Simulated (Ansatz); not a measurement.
# BGeHF (quartet): from Hartree-Fock to the top rungs, cc-pVDZ

One table from this session's results is given with a row withheld; the runs are named, their logs left out.

Method: cc-pVDZ, core rule «outside noble gas», up to 16 orbitals frozen; program: Ansatz 0.2.0, Gaussian basis.

Plan: UHF; CCSD(T) on ROHF; CCSD(T) on UHF; BCCD(T) on ROHF; CISD as a restricted active space (open shells left free, so some higher excitations enter); CCSDT(Q) on ROHF; CCSDT(Q) on UHF.

20 further runs of the same task are left out: 11 that didn't finish, 9 set aside as unsound or not needed. Runs told in other sessions of the task aren't counted.

## The system

The geometry is a PBE0/def2-TZVP stationary point (not a proven minimum). No spin-orbit coupling is included. The filled d shell of Ge may be among the frozen orbitals whatever the setting's name suggests.

4 atoms, charge 0, spin multiplicity 4.

Atoms are counted from 1 here; the program's logs count them from 0.

Bond lengths: B1–Ge2 1.904 Å, Ge2–F3 1.741 Å, Ge2–H4 1.533 Å. Angles: B1–Ge2–F3 122.5°, B1–Ge2–H4 135.8°, F3–Ge2–H4 101.7°.

Geometry (Å):

```xyz
4
charge 0, multiplicity 4
B     0.0000   -0.8155    1.7220
Ge    0.0000    0.2259    0.1280
F     0.0000   -0.4911   -1.4582
H     0.0000    1.7220   -0.2065
```

The first run:

Contents of in.yaml:

```yaml
crystal:
  periodic: [false, false, false]
  atoms:
    - {symbol: B, position_ang: [0.000000, -0.815465, 1.721972]}
    - {symbol: Ge, position_ang: [0.000000, 0.225920, 0.127967]}
    - {symbol: F, position_ang: [0.000000, -0.491121, -1.458209]}
    - {symbol: H, position_ang: [0.000000, 1.722026, -0.206468]}
basis:
  gaussian: {orbitals: cc-pVDZ}
magnetization: {spin_polarized: true, initial_magnetization: 3}
hamiltonian: {xc: hf}
output: {orbitals: {seedname: orbitals}}
```

On the command line:

```
ansatz run in.yaml --threads 1 --pin off --events-out ev --progress --plain --max-ram 2393MiB
```

Steps of the session up to this table: UHF; CCSD(T) on ROHF; CCSD(T) on UHF; BCCD(T) on ROHF; CISD as a restricted active space (open shells left free, so some higher excitations enter); CCSDT(Q) on ROHF; CCSDT(Q) on UHF.

One table of the session follows, with a row left open; its other results are not shown here.

| method | from UCCSDT(Q) (meV) |
| --- | --- |
| ROHF | +9253.4 |
| UHF | ? |
| RMP2 | +935.7 |
| UMP2 | +945.0 |
| RCCSD | +282.9 |
| UCCSD | +280.1 |
| RCCSD(T) | +60.5 |
| UCCSD(T) | +58.6 |
| BCCD(T) | +55.7 |
| RCCSDT | +25.7 |
| UCCSDT | +23.6 |
| RCCSDT(Q) | +5.4 |
| UCCSDT(Q) | 0 |

Q: Estimate the row for UHF from the others.

The run gave: from UCCSDT(Q) (meV): +9211.1. In the column «from UCCSDT(Q) (meV)» it lies between UMP2 (+945.0) and ROHF (+9253.4).

Not comparable, so not listed: CISD as a restricted active space (open shells left free, so some higher excitations enter) (they don't share determinant, frozen orbitals or solution with the rows shown, or repeat one).

Limits of these values: Restricted and unrestricted rows rest on different reference determinants; a gap between their highest levels can come from leftover correlation error, from unlike frozen cores or from another state.
